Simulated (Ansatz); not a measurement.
This script makes a ladder of basis sets of BGeH5O, SMILES O[BH][GeH3] with Ansatz 0.2.0 through its Python package.

`bgeh5o_basis.py`
```python
"""Basis-set convergence for BGeH5O."""

import ansatz as az

geometry_ang = [
    ("O", [-1.5761, 0.7454, -0.7803]),
    ("B", [-0.2073, 0.4544, -0.8242]),
    ("Ge", [0.6522, -0.3269, 0.7955]),
    ("H", [-2.0066, -0.0234, -1.101]),
    ("H", [0.4304, 0.6455, -1.8197]),
    ("H", [-0.3614, -0.461, 1.9421]),
    ("H", [1.2959, -1.7183, 0.4619]),
    ("H", [1.8652, 0.6271, 1.27]),
]
mol = az.Crystal.molecule()
for symbol, xyz in geometry_ang:
    mol = mol.atom(symbol, xyz)

model = (
    mol.calculation()
    .functional("B3LYP")
    .accuracy("medium")
    .scf(lower_state_search="light")
)

energies = {}
for basis in ["cc-pVDZ", "cc-pVTZ"]:
    data = model.basis(gaussian=basis).run(threads=1, backend="cpu").report
    size = data["n_frozen"] + data["n_occupied"][0] + data["n_virtual"][0]
    energies[basis] = (data["reference_energy_ev"] / 27.211386246, data["free_energy_ev"] / 27.211386246)
    print(f"{basis:14s} {size:4d} orbitals  reference {energies[basis][0]:14.6f} Ha  total {energies[basis][1]:14.6f} Ha")

last = energies["cc-pVTZ"][1]
for basis, (_, total) in energies.items():
    print(f"{basis:14s} lies {27.211386 * (total - last):9.4f} eV above cc-pVTZ")
```

How far does the total energy move along this ladder of basis sets?

Against cc-pVDZ: cc-pVTZ -113.3 mHa. The last step alone is -113.33 mHa. From the first set to the last the time grows from 2.5 to 5.1 s.

The run itself:

```console
$ python bgeh5o_basis.py
cc-pVDZ          80 orbitals  reference   -2180.096448 Ha  total   -2180.096448 Ha
cc-pVTZ         173 orbitals  reference   -2180.209782 Ha  total   -2180.209782 Ha
cc-pVDZ        lies    3.0840 eV above cc-pVTZ
cc-pVTZ        lies    0.0000 eV above cc-pVTZ
```

Caveats:
- These settings explore the input space; basis and method may be short of convergence.
- The geometry is a force-field or estimated start, not a minimum of this method, and the last set is no limit. Much of the fall in a total is atomic energy, which cancels in bond and reaction energies.
- b3lyp holds the VWN-RPA fit, as in Gaussian; the form of ORCA and Turbomole is b3lyp5.
- Timing: 8 s on 1 thread of Arm Neoverse V1, with other jobs on the host, peak memory 0.4 GiB.
